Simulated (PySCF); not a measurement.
# C3H8FNSi: the cost of one run

Computed with PySCF 2.14.0, with density-fitted response routines of our own, on a single molecule in the gas phase. Atoms count from 0, in the outputs and in this text.

**1. The starting structure**

14 atoms, charge 0, multiplicity 1; geometry from: GFN2-xTB. The atoms were then displaced at random by about 0.01 Å, so the start is not that level's minimum.

Bonds of the start (Å): F0–C1 1.36, C1–C2 1.51, C2–C3 1.54, C3–N4 1.21, N4–Si5 1.71, C1–H6 1.10, C1–H7 1.09, C2–H8 1.08, C2–H9 1.09, C3–H10 1.13, Si5–H11 1.47, Si5–H12 1.46, Si5–H13 1.46.

**2. Relaxing the molecule at PBE0-D3(BJ)/def2-SVP**

What the job is given:

```
{"job": {"xc": "PBE0", "basis": "def2-SVP", "d3": "d3bj", "grid": 1, "shake": 0.01, "kind": "geom"}, "charge": 0, "multiplicity": 1}
F     -2.954210     0.134570     0.482460
C     -2.041160     0.418290    -0.490060
C     -0.859690    -0.515000    -0.346250
C     -0.070690    -0.245320     0.943280
N      1.108920    -0.023940     1.083120
Si     2.504080     0.127080     0.102750
H     -1.731610     1.468510    -0.366500
H     -2.516650     0.286210    -1.458760
H     -1.205940    -1.538140    -0.296780
H     -0.173610    -0.388600    -1.178950
H     -0.747630    -0.262920     1.844760
H      3.387140    -0.919380     0.640080
H      2.938080     1.489490     0.377170
H      2.355820    -0.045910    -1.344060
```

Launch:

```
OMP_NUM_THREADS=1 python probes_run.py task.json out
```

One launch serves the whole session: the jobs run in the order shown.

**Question.** How long does this first job take on 1 thread of Arm Neoverse V1, shared host, and how much memory does it need?

About 62 s, with a peak of 0.5 GiB.
